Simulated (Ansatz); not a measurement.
# AlHClO (SMILES [O][AlH][Cl]): UCCSD/STO-3G

What is the electronic atomisation energy of AlHClO at UCCSD/STO-3G? 

The calculation is run with Ansatz 0.2.0.

60 further runs of the same task are left out: 7 that didn't finish, 53 set aside as unsound or not needed.

## 1. The structure to begin with

AlHClO has 4 atoms, charge 0, and is taken as a doublet. As SMILES, `[O][AlH][Cl]`. The coordinates come from a PBE0-D4/def2-TZVP relaxation.

Bond lengths: O1–Al2 1.729 Å, Al2–Cl3 2.081 Å, Al2–H4 1.566 Å. Angles: O1–Al2–Cl3 116.2°, O1–Al2–H4 118.8°, Cl3–Al2–H4 125.0°.

## 2. A single-point energy at UCCSD/STO-3G

The input, molecule.yaml:

```yaml
crystal:
  periodic: [false, false, false]
  atoms:
    - {symbol: O, position_ang: [0.290600, -1.035900, 1.350600]}
    - {symbol: Al, position_ang: [0.118400, 0.049000, 0.015600]}
    - {symbol: Cl, position_ang: [-1.573200, -0.210600, -1.168800]}
    - {symbol: H, position_ang: [1.219700, 1.137300, -0.217800]}
basis:
  gaussian:
    orbitals: STO-3G
magnetization:
  spin_polarized: true
  initial_magnetization: 1
correlation:
  method: ccsd
  frozen_orbitals: {Al: 5, Cl: 5, H: 0, O: 1}
accuracy: high
scf:
  omitted_lower_state_checks: [cluster_reference, increment]
```

On the command line:

```sh
$ ansatz run molecule.yaml --threads 1 --pin off --max-ram 2610MiB --events-out events.jsonl --progress --plain --runs-dir runs
```

What it wrote, cut to the lines that bear on the results:

```text
Warning: RAYON_NUM_THREADS=1 ignored (pool sized by the plan → 1); use --threads N
Functional definition: HF
  name "HF"
[...]
432 factors; integrals over basis functions are off by at most 2.4e-8 eV
[...]
mean field -20901.46940454 eV, -768.1148330920 hartree, gradient 6.1e-8 eV, S^2 0.756799; 5 other end points of the search recorded, 0 dependent functions left out
11 core orbitals not correlated: weight in the atoms' cores, before any rotation towards them, 0.999 or more for the frozen orbitals, at most 0.000 for the correlated occupied ones
reference -20901.46940454 eV, -768.1148330920 hartree; 9, 8 occupied and 4, 5 virtual orbitals, 432 factors
second order -1.22444874 eV of doubles, -0.00000000 eV of singles
cycle   1  -1.44071572 eV  change   -2.2e-1 eV  update   6.9e-2
[...]
cycle  32  -1.65579715 eV  change   7.8e-10 eV  update   1.9e-9
Total energy: -20903.12520169 eV, -768.1756825150 hartree
Checks for a lower state left out: cluster_reference, increment
```

It took 0.5 s on 1 thread of Arm Neoverse V1, shared host.

## 3. The Al atom

The input, job.yaml:

```yaml
crystal:
  periodic: [false, false, false]
  atoms:
    - {symbol: Al, position_ang: [0.000000, 0.000000, 0.000000]}
basis:
  gaussian:
    orbitals: STO-3G
magnetization:
  spin_polarized: true
  initial_magnetization: 1
correlation:
  method: ccsd
  frozen_orbitals: {Al: 5}
accuracy: high
scf:
  omitted_lower_state_checks: [cluster_reference, increment]
```

Run the same way, it converges to -238.88392 Eh (log not shown).

## 4. The Cl atom at the same level

The input, input.yaml:

```yaml
crystal:
  periodic: [false, false, false]
  atoms:
    - {symbol: Cl, position_ang: [0.000000, 0.000000, 0.000000]}
basis:
  gaussian:
    orbitals: STO-3G
magnetization:
  spin_polarized: true
  initial_magnetization: 1
correlation:
  method: ccsd
  frozen_orbitals: {Cl: 5}
accuracy: high
scf:
  omitted_lower_state_checks: [cluster_reference, increment]
```

Run the same way, it converges to -454.54219 Eh (log not shown).

## 5. The H atom: a single-point energy at UHF/STO-3G

The input, job.yaml:

```yaml
crystal:
  periodic: [false, false, false]
  atoms:
    - {symbol: H, position_ang: [0.000000, 0.000000, 0.000000]}
basis:
  gaussian:
    orbitals: STO-3G
magnetization:
  spin_polarized: true
  initial_magnetization: 1
hamiltonian:
  xc: hf
accuracy: high
```

Run the same way, it converges to -0.46658 Eh (log not shown).

## 6. The O atom

The input, run.yaml:

```yaml
crystal:
  periodic: [false, false, false]
  atoms:
    - symbol: O
      position_ang: [0.000000, 0.000000, 0.000000]
basis:
  gaussian:
    orbitals: STO-3G
magnetization:
  spin_polarized: true
  initial_magnetization: 2
correlation:
  method: ccsd
  frozen_orbitals: {O: 1}
accuracy: high
scf:
  omitted_lower_state_checks: [cluster_reference, increment]
```

On the command line:

```sh
$ ansatz run run.yaml --threads 1 --pin off --max-ram 2610MiB --events-out events.jsonl --progress --plain --runs-dir runs
```

What it wrote, cut to the lines that bear on the results:

```text
Warning: RAYON_NUM_THREADS=1 ignored (pool sized by the plan → 1); use --threads N
Functional definition: HF
  name "HF"
[...]
15 factors; integrals over basis functions are off by at most 1.1e-9 eV
[...]
mean field -2008.31323932 eV, -73.8041502613 hartree, gradient 0.0e0 eV, S^2 2.000000; 2 other end points of the search recorded, 0 dependent functions left out
1 core orbitals not correlated: weight in the atoms' cores, before any rotation towards them, 1.000 or more for the frozen orbitals, at most 0.000 for the correlated occupied ones
reference -2008.31323932 eV, -73.8041502613 hartree; 4, 2 occupied and 0, 2 virtual orbitals, 15 factors
second order 0.00000000 eV of doubles, 0.00000000 eV of singles
cycle   1  0.00000000 eV  change     0.0e0 eV  update    0.0e0
cycle   2  0.00000000 eV  change     0.0e0 eV  update    0.0e0
Total energy: -2008.31323932 eV, -73.8041502613 hartree
Checks for a lower state left out: cluster_reference, increment
```

Wall time 0.06 s (1 thread of Arm Neoverse V1, shared host).

## 7. Outcome

Level: UCCSD/STO-3G, 11 core orbitals frozen.

```
                                              quantity          value
                                molecule: total energy  -768.17568 Eh
molecule: correlation energy (11 core orbitals frozen)      -60.8 mEh
           molecule: ⟨S²⟩ of the reference determinant          0.757
                               molecule: T1 diagnostic          0.016
                                 Al atom: total energy  -238.88392 Eh
  Al atom: correlation energy (5 core orbitals frozen)      -25.6 mEh
            Al atom: ⟨S²⟩ of the reference determinant          0.750
                                Al atom: T1 diagnostic          0.000
                                 Cl atom: total energy  -454.54219 Eh
  Cl atom: correlation energy (5 core orbitals frozen)        0.0 mEh
            Cl atom: ⟨S²⟩ of the reference determinant          0.750
                                Cl atom: T1 diagnostic          0.000
                                  H atom: total energy    -0.46658 Eh
                                          H atom: ⟨S²⟩          0.750
                                  O atom: total energy   -73.80415 Eh
    O atom: correlation energy (1 core orbital frozen)        0.0 mEh
             O atom: ⟨S²⟩ of the reference determinant          2.000
                                 O atom: T1 diagnostic          0.000
                         electronic atomisation energy      13.030 eV
```

In words: Taking the molecule apart into free atoms costs 13.03 eV (300 kcal/mol), before zero-point energy and without spin-orbit coupling. In a minimal basis such a difference can be off by several eV, whatever the method.
